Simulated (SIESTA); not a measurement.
# Al3Pd2 under changes of volume

One of the cells (16.213 Å³/atom); the others are scaled copies at fixed shape and fractional positions:

```
Pd Al
1.0
     4.24005    0.00000    0.00000
    -2.12002    3.67199    0.00000
     0.00000    0.00000    5.20664
Pd Al
2 3
Direct
  0.66667 0.33333 0.84313
  0.33333 0.66667 0.15687
  0.66667 0.33333 0.35507
  0.33333 0.66667 0.64493
  0.00000 0.00000 0.00000
```

The cell comes from a database or a generator and needn't be the stable form of this composition.

| Property | Result |
| --- | --- |
| Program | SIESTA 5.4.2 |
| Functional | PBEsol |
| Potentials or basis | PseudoDojo 0.4 standard (PBEsol files) |
| Basis | DZP (energy shift 0.003 Ry; two zetas on semicore shells) |
| Grid cutoff | 800 Ry |
| Energy shift | 0.003 Ry |
| k mesh | 7 × 7 × 5 |
| Occupations | fermi-dirac, width 0.05 eV |
| Spin | no spin polarisation |

```tsv
volume (Å³/atom)	energy over the lowest point (meV/atom)	pressure (GPa)	largest force (eV/Å)
14.941	23.71	9.7	0.048
15.259	8.35	5.9	0.014
15.577	0.00	2.6	0.017
16.213	1.17	-3.0	0.066
16.531	9.47	-5.3	0.087
16.849	?	?	?
```

Task: What does the run at 16.849 Å³/atom give?

Result: Energy over the lowest point 22.20 meV/atom; pressure -7.4 GPa; largest force 0.107 eV/Å.

Worked out: A Birch-Murnaghan fit of order 3 (a polynomial in V^(-2/3)) to the other rows has its minimum at 15.85 Å³/atom with B0 = V·E''(V) = 141 GPa and B' = 4.7 at fixed shape and positions, which overstates the stiffness. It gives 22.15 meV/atom at 16.849 Å³/atom, against the run's 22.20, and -dE/dV = -7.4 GPa, against -7.4.

Energies are extrapolated to zero smearing.

Caveats: the basis of atomic orbitals isn't converged, which shifts pressures, moduli and gaps.
